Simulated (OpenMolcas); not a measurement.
**Ho³⁺ among point charges: CASSCF levels and susceptibility**

How does a field of 8 point charges split the states of Ho³⁺, and what χT follows?

Method: state-averaged CASSCF, spin-orbit coupling by RASSI with atomic mean-field integrals. Code: OpenMolcas 26.06.

## 1. What is computed

* Species: Ho³⁺ (holmium, Z = 67, 64 electrons)
* Basis: ANO-RCC-VDZP [7s6p4d2f1g], 68 functions
* Scalar Hamiltonian: DKH2, point nucleus
* Inactive shells: 1s 2s 2p 3s 3p 3d 4s 4p 4d 5s 5p
* Active space: 10 electrons in 7 orbitals (4f)
* Some configurations of this space: 4f10
* Orbitals: optimised for the highest spin of each parity, averaged over all roots

The outer shells:

4f10
```
4f [↑↓][↑↓][↑↓][↑ ][↑ ][↑ ][↑ ]
```

The ion sits among 8 point charges of -0.5 e arranged as a cube (Oh), 3 Å from the ion.

The work runs as a chain of OpenMolcas steps in one folder; each step below is one input file. Labels, J, g values, rates, χT and fits are worked out afterwards by a script from the matrices that RASSI stores. The input lists half of the charges; inversion (Group=XYZ) makes the rest.

## 2. Basis and integrals

a.inp

```
&GATEWAY
Coord
1

Ho 0.0 0.0 0.0
Basis=ANO-RCC-VDZP
Group=XYZ
NoMove
AngMom=0.0 0.0 0.0
AMFI
XField
4 Angstrom 0
1.732051 1.732051 1.732051 -0.500000
1.732051 1.732051 -1.732051 -0.500000
1.732051 -1.732051 1.732051 -0.500000
1.732051 -1.732051 -1.732051 -0.500000
&SEWARD
```

Command:

```bash
OMP_NUM_THREADS=1 MOLCAS_MEM=2252 MOLCAS_PROJECT=a pymolcas a.inp > a.log
```

## 3. CASSCF: quintets of even parity, 35 roots

a.inp

```
&RASSCF
FileOrb=start.orb
Symmetry=1
Spin=5
nActEl=10 0 0
Inactive=15 12
Ras2=0 7
CIRoot=35 35 1
SDav=35
CIMx=300
Iter=120 100
PrWF=0.3
OrbListing=Nothing
MaxOrb=0
>>> COPY $Project.JobIph JOB001
```

start.orb holds the contracted functions of the basis, ordered by shell, or the orbitals of the step before.

## 4. Reference wave functions, triplets of even parity, 162 roots

a.inp

```
&RASSCF
FileOrb=start.orb
Symmetry=1
Spin=3
nActEl=10 0 0
Inactive=15 12
Ras2=0 7
CIRoot=162 162 1
SDav=210
CIMx=300
Iter=120 100
PrWF=0.3
OrbListing=Nothing
MaxOrb=0
CIOnly
>>> COPY $Project.JobIph JOB002
```

## 5. CASSCF: singlets of even parity, 162 roots

a.inp

```
&RASSCF
FileOrb=start.orb
Symmetry=1
Spin=1
nActEl=10 0 0
Inactive=15 12
Ras2=0 7
CIRoot=162 162 1
SDav=196
CIMx=300
Iter=120 100
PrWF=0.3
OrbListing=Nothing
MaxOrb=0
CIOnly
>>> COPY $Project.JobIph JOB003
```

## 6. State interaction with spin-orbit coupling

a.inp

```
&RASSI
NrOfJobIphs=3 30 106 31
1 2 3 4 5 6 7 8 9 10 11 12 13 14 15 16 17 18 19 20 21 22 23 24 25 26 27
28 29 30
1 2 3 4 5 6 7 8 9 10 11 12 13 14 15 16 17 18 19 20 21 22 23 24 25 26 27
28 29 30 31 32 33 34 35 36 37 38 39 40 41 42 43 44 45 46 47 48 49 50 51
52 53 54 55 56 57 58 59 60 61 62 63 64 65 66 67 68 69 70 71 72 73 74 75
76 77 78 79 80 81 82 83 84 85 86 87 88 89 90 91 92 93 94 95 96 97 98 99
100 101 102 103 104 105 106
1 2 3 4 5 6 7 8 9 10 11 12 13 14 15 16 17 18 19 20 21 22 23 24 25 26 27
28 29 30 31
IphNames
JOB001
JOB002
JOB003
EJob
SpinOrbit
DIPRint=1.0
SOCoupling=1000.0
Subsets=2
Property=9
'ANGMOM' 1 'ANGMOM' 2 'ANGMOM' 3 'MLTPL  1' 1 'MLTPL  1' 2 'MLTPL  1' 3
'AMFI' 1 'AMFI' 2 'AMFI' 3
SOProperty=3
'ANGMOM' 1 'ANGMOM' 2 'ANGMOM' 3
```

**Question.** What will these runs give? Wanted: spin-free ground state; first state of the same spin within the active space; lowest level; next level.

**Answer**, as computed:

```
                                            quantity                            value
                                              method                           CASSCF
                              spin-free ground state  5A1, 1-fold in its orbital part
first state of the same spin within the active space                 5T1 at 3.07 cm⁻¹
                                        lowest level                        3-fold T2
                                          next level                         0.9 cm⁻¹
                                         χT at 300 K                  13.93 cm³ K/mol
                           effective moment at 300 K                         10.55 μB
```

The spin-free ground state (5A1) comes to 100 % from free-ion I terms and keeps the highest spin of the shell. The triplets, singlets rest on orbitals optimised for another spin in at least one step, which raises them against the optimised states. Not all states of the active space went into the spin-orbit step. High states of lower spin are left out of the spin-orbit mixing, and CASSCF puts spin-flip levels too high. This is an electrostatic model: the charges have no orbitals.
